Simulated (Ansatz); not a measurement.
# Cl3GeH4N: the cost of one run

All numbers below are computed with Ansatz 0.2.0 (UKS PBE0/def2-SVP).

## 1. The starting structure

Bond lengths: Ge1–Cl3 2.148 Å, Ge1–Cl4 2.155 Å, Ge1–Cl5 2.178 Å, Ge1–N7 2.233 Å, N7–H8 1.019 Å, N7–H9 1.017 Å. Angles: Cl3–Ge1–Cl4 115.8°, Cl3–Ge1–Cl5 102.3°, Cl3–Ge1–N7 115.8°, Cl4–Ge1–Cl5 100.9°, Cl4–Ge1–N7 121.6°, Cl5–Ge1–N7 93.2°, Ge1–N7–H8 119.6°, Ge1–N7–H9 115.3°, H8–N7–H9 105.7°.

Coordinates:

```xyz
9

Ge   -0.5441    0.7320   -0.1332
H    -1.1184   -1.1781   -0.1800
Cl   -1.0813    1.0401   -2.1904
Cl   -2.0708    1.2006    1.3136
Cl    0.8706    2.3491    0.2248
H    -0.2063   -1.4643    0.0482
N     0.9793   -0.8554    0.2478
H     1.4767   -0.8724    1.1375
H     1.6942   -0.9516   -0.4684
```

## 2. A restrained relaxation towards end A

Springs on the bonds that form and break draw the guess towards this end; the thresholds are loose.

Input file input.yaml:

```yaml
crystal:
  periodic: [false, false, false]
  atoms:
    - { symbol: Ge, position_ang: [-0.5441, 0.732, -0.1332] }
    - { symbol: H, position_ang: [-1.1184, -1.1781, -0.18] }
    - { symbol: Cl, position_ang: [-1.0813, 1.0401, -2.1904] }
    - { symbol: Cl, position_ang: [-2.0708, 1.2006, 1.3136] }
    - { symbol: Cl, position_ang: [0.8706, 2.3491, 0.2248] }
    - { symbol: H, position_ang: [-0.2063, -1.4643, 0.0482] }
    - { symbol: "N", position_ang: [0.9793, -0.8554, 0.2478] }
    - { symbol: H, position_ang: [1.4767, -0.8724, 1.1375] }
    - { symbol: H, position_ang: [1.6942, -0.9516, -0.4684] }
magnetization:
  spin_polarized: true
basis:
  gaussian: { orbitals: def2-SVP }
hamiltonian:
  xc: pbe0
relax:
  f_tol: 0.15
  max_steps: 25
  restrain:
    - { distance: [0, 6], at: 3.21, k: 30.0 }
    - { distance: [5, 1], at: 1.92, k: 30.0 }
    - { distance: [0, 1], at: 1.51, k: 30.0 }
    - { distance: [5, 6], at: 1.02, k: 30.0 }
```

Command:

```
$ ansatz run input.yaml --threads 4 --pin off --max-ram 5120MiB --backend cpu --events-out ev --progress --plain --runs-dir out
```

What time and memory should one allow on 4 threads of Arm Neoverse N1, shared host?

About 94 s, with a peak of 0.51 GiB.
